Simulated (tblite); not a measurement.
# C4H13BrGeSi: the cost of one run

Programs: tblite 0.8.0 and PySCF 2.14.0, with density-fitted response routines of our own. Each step states its level of theory. These are calculated values for one molecule in the gas phase, unless marked as measured. Atoms count from 0, in the outputs and in this text.

## (1) The starting structure

20 atoms, charge 0, multiplicity 1; geometry from: force field or distance geometry start.

Bonds of the start (Å): C0–Si1 1.87, Si1–C2 1.85, Si1–C3 1.87, C3–Ge4 1.95, Ge4–C5 1.95, C5–Br6 1.94, C0–H7 1.10, C0–H8 1.11, C0–H9 1.10, Si1–H10 1.46, C2–H11 1.12, C2–H12 1.11, C2–H13 1.11, C3–H14 1.12, C3–H15 1.10, Ge4–H16 1.55, Ge4–H17 1.55, C5–H18 1.10, C5–H19 1.12.

## (2) Relaxing the molecule with GFN2-xTB

What the job is given:

```
{"job": {"kind": "relax", "xc": "GFN2-xTB", "basis": "xTB"}, "charge": 0, "multiplicity": 1}
C     -1.173100    -1.780700    -0.208700
Si    -0.883400     0.051900    -0.471900
C     -2.500700     0.900200    -0.754700
C     -0.066900     0.797700     1.041000
Ge     1.661600    -0.046500     1.386800
C      2.821100     0.130500    -0.173400
Br     3.021700     2.002500    -0.633300
H     -1.728400    -2.179300    -1.075100
H     -1.776100    -1.931200     0.714700
H     -0.216100    -2.307900    -0.105700
H     -0.021100     0.242400    -1.639100
H     -2.999400     0.469400    -1.655500
H     -2.339400     1.989000    -0.905700
H     -3.163700     0.758900     0.120800
H     -0.724500     0.644400     1.933100
H      0.075300     1.879200     0.900300
H      2.331300     0.651200     2.597400
H      1.462400    -1.551900     1.705500
H      2.387200    -0.415000    -1.022800
H      3.826900    -0.294200     0.073700
```

The run is started by

```console
OMP_NUM_THREADS=1 python probes_run.py task.json out
```

The driver reads the jobs from task.json and runs them one after another.

**Question.** How long does this first job take on 1 thread of Arm Neoverse V1, shared host, and how much memory does it need?

About 1.2 s, with a peak of 0.18 GiB.
